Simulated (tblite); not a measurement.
# C12H26: the cost of one run

Computed with tblite 0.8.0 (tight binding) and PySCF 2.14.0 (DFT, with response routines of our own); each step states its level. Atoms count from 0 throughout.

### Step 1. The starting structure

38 atoms, charge 0, multiplicity 1; geometry from: MMFF94s geometry. This is the first candidate.

Bonds of the start (Å): C0–C1 1.51, C0–H12 1.09, C0–H13 1.10, C0–H14 1.08, C10–C11 1.52, C10–H33 1.11, C10–H34 1.10, C11–H35 1.08, C11–H36 1.10, C11–H37 1.10, C1–C2 1.55, C1–H15 1.11, C1–H16 1.10, C2–C3 1.52, C2–C4 1.56, C2–H17 1.10, C3–H18 1.10, C3–H19 1.11, C3–H20 1.10, C4–C5 1.55, C4–H21 1.10, C4–H22 1.09, C5–C6 1.55, C5–C8 1.56 and more.

### Step 2. GFN2-xTB relaxation, isomer A, conformer 1

What the job is given:

```
{"job": {"xc": "GFN2-xTB", "basis": "xTB", "kind": "relax"}, "charge": 0, "multiplicity": 1}
C      3.159200     1.359800    -1.823400
C      3.045400     1.408600    -0.313700
C      2.164900     0.292200     0.299000
C      2.274300     0.347000     1.814600
C      0.686000     0.436500    -0.165800
C     -0.338300    -0.579300     0.407700
C      0.098800    -2.027000     0.078500
C     -0.838000    -3.100000     0.612200
C     -1.800800    -0.261400    -0.021400
C     -2.029000    -0.360700    -1.532800
C     -2.269200     1.116000     0.512100
C     -3.779100     1.315600     0.447200
H      3.891700     2.087200    -2.157600
H      2.204300     1.621800    -2.299700
H      3.451700     0.379200    -2.168200
H      4.062000     1.304200     0.114400
H      2.686500     2.394600     0.008600
H      2.550900    -0.672300    -0.048700
H      1.824200     1.254600     2.235300
H      3.330600     0.316000     2.139400
H      1.783100    -0.514700     2.293300
H      0.361200     1.459000     0.069900
H      0.669000     0.362200    -1.252500
H     -0.322700    -0.490400     1.503200
H      1.080300    -2.218800     0.533900
H      0.215500    -2.159300    -0.992900
H     -0.390300    -4.089600     0.479100
H     -1.794700    -3.108500     0.069900
H     -1.046000    -2.962500     1.672400
H     -2.452700    -1.003800     0.459000
H     -1.672200    -1.317500    -1.932400
H     -1.508000     0.442000    -2.072700
H     -3.089800    -0.285400    -1.785800
H     -1.956000     1.217100     1.570000
H     -1.782800     1.933500    -0.045700
H     -4.302400     0.519700     0.965900
H     -4.132100     1.353600    -0.593100
H     -4.045900     2.271500     0.917400
```

Run with:

```sh
$ OMP_NUM_THREADS=1 python ens_run.py task.json out
```

This one command runs the whole study; its stages follow in the order run.

**Question.** How long does this first job take on 1 thread of AMD EPYC 7R13, shared host?

About 9.1 s.
